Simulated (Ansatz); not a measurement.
NaLaMnMoO6:

```
Na La Mn Mo O
1.0
     5.40523    0.00142    0.00146
     0.07459    5.40460   -0.01175
     0.03041   -0.01433    8.22075
Na La Mn Mo O
2 2 2 2 12
Direct
  0.50619 0.50653 0.24999
  0.49381 0.49347 0.75001
  0.01207 0.01233 0.25001
  0.98793 0.98767 0.74999
  0.50000 0.00000 0.00000
  0.00000 0.50000 0.50000
  0.00000 0.50000 0.00000
  0.50000 0.00000 0.50000
  0.94778 0.54274 0.23246
  0.05222 0.45726 0.76754
  0.28121 0.28009 0.04830
  0.71879 0.71991 0.95170
  0.20507 0.79908 0.99952
  0.79493 0.20092 0.00048
  0.45652 0.05176 0.73248
  0.54348 0.94824 0.26752
  0.20097 0.79487 0.49902
  0.79903 0.20513 0.50098
  0.28007 0.28119 0.45169
  0.71993 0.71881 0.54831
```

The cell was built by a generator and needn't be a form met in nature.

Base run:

* Program: Ansatz 0.2.0
* Functional: PBEsol
* Potentials or basis: Ansatz PAW
* Cutoff: 420 eV (not typed: the program's choice for these potentials)
* k mesh: 5 × 5 × 4
* Occupations: fermi-dirac, width 0.05 eV
* Spin: collinear spin, ferromagnetic start
* Starting moments: [0.0, 0.0, 0.0, 0.0, 4.0, 4.0, 1.0, 1.0, 0.0, 0.0, 0.0, 0.0, 0.0, 0.0, 0.0, 0.0, 0.0, 0.0, 0.0, 0.0] μB

Its results: band gap on the k mesh none (metal or under the smearing width); pressure -6.2 GPa; net moment 6.88 μB per cell; site moments Na -0.00; La -0.00; Mn +3.02; Mo -0.16; O +0.06, +0.02 μB; largest force 0.152 eV/Å.

Task: The run is repeated on the same cell with these changes: functional from PBEsol to PBE; potentials or basis from Ansatz PAW to Ansatz NC; cutoff from 420 eV (not typed: the program's choice for these potentials) to 1497 eV (not typed: the program's choice for these potentials). What comes out?

Result: Band gap on the k mesh none (metal or under the smearing width); pressure 0.0 GPa; net moment 6.91 μB per cell; site moments Na -0.00; La -0.01; Mn +3.06; Mo -0.17; O +0.06, +0.02 μB; largest force 0.030 eV/Å.

Caveats: semilocal functionals often make such compounds metallic where correlation or magnetic order opens a gap, which also shifts bond lengths; only a ferromagnetic start was run, and an antiferromagnetic order may lie lower in energy; spin-orbit coupling is left out, which moves the levels of the heavy elements (some runs); the PAW data sets come from PBE, with cores solved anew for the run's functional, which leaves a small shift of forces and pressure (some runs); the starting moments weren't kept (some runs).
